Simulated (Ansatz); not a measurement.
# AlAsH₄+ (doublet): the correlation ladder, cc-pVTZ

One table from this session's results is given with a row withheld; the runs are named, their logs left out.

Computed with Ansatz 0.2.0, Gaussian basis. Level: cc-pVTZ, core rule «outside noble gas», up to 19 orbitals frozen.

To be run: UHF; CCSD(T) on ROHF; CCSD(T) on UHF; BCCD(T) on ROHF; CCSDT(Q) on ROHF; CCSDT(Q) on UHF.

3 further runs of the same task are left out: 3 set aside as unsound or not needed.

## The geometry

The geometry is a PBE0/def2-TZVP stationary point (not a proven minimum) of the parent state, kept for this charge and spin. No spin-orbit coupling is included. The filled d shell of As may be among the frozen orbitals whatever the setting's name suggests; the logs give the count.

6 atoms, charge 1, spin multiplicity 2.

Atoms are counted from 1 here; the program's logs count them from 0.

Bond lengths: Al1–As2 2.429 Å, Al1–H3 1.587 Å, Al1–H4 1.587 Å, As2–H5 1.522 Å, As2–H6 1.522 Å. Angles: As2–Al1–H3 119.7°, As2–Al1–H4 119.7°, H3–Al1–H4 120.4°, Al1–As2–H5 91.4°, Al1–As2–H6 91.4°, H5–As2–H6 93.5°.

Set-up of the first run:

in.yaml reads:

```yaml
crystal:
  periodic: [false, false, false]
  atoms:
    - {symbol: Al, position_ang: [0.031918, 0.000000, 1.749608]}
    - {symbol: As, position_ang: [-0.038462, 0.000000, -0.678270]}
    - {symbol: H, position_ang: [-0.000011, 1.377251, 2.537113]}
    - {symbol: H, position_ang: [-0.000011, -1.377251, 2.537113]}
    - {symbol: H, position_ang: [1.002266, 1.108594, -0.746352]}
    - {symbol: H, position_ang: [1.002266, -1.108594, -0.746352]}
basis:
  gaussian: {orbitals: cc-pVTZ}
total_charge: 1
magnetization: {spin_polarized: true, initial_magnetization: 1}
hamiltonian: {xc: hf}
output: {orbitals: {seedname: orbitals}}
```

Command:

```sh
> ansatz run in.yaml --threads 1 --pin off --events-out ev --progress --plain --max-ram 4096MiB --backend cpu
```

Steps of the session up to this table: UHF; CCSD(T) on ROHF; CCSD(T) on UHF; BCCD(T) on ROHF; CCSDT(Q) on ROHF; CCSDT(Q) on UHF.

One of the session's tables, all rows but one given; the rest of the session is left out.

It belongs to the step «Misses and costs». 

| method | from UCCSDT(Q) (kcal/mol) |
| --- | --- |
| ROHF | +156.85 |
| UHF | +153.57 |
| RMP2 | ? |
| UMP2 | +31.39 |
| RCCSD | +5.64 |
| UCCSD | +5.47 |
| RCCSD(T) | +1.06 |
| UCCSD(T) | +1.01 |
| BCCD(T) | +1.05 |
| RCCSDT | +0.27 |
| UCCSDT | +0.18 |
| RCCSDT(Q) | +0.09 |
| UCCSDT(Q) | 0 |

Estimate the missing values for RMP2.

**Answer.** from UCCSDT(Q) (kcal/mol): +31.16. In the column «from UCCSDT(Q) (kcal/mol)» it lies between RCCSD (+5.64) and UMP2 (+31.39).

Limits of these values: Restricted and unrestricted rows rest on different reference determinants; where their highest levels disagree by more than a few hundredths of an eV, they describe different states and don't form one ladder.
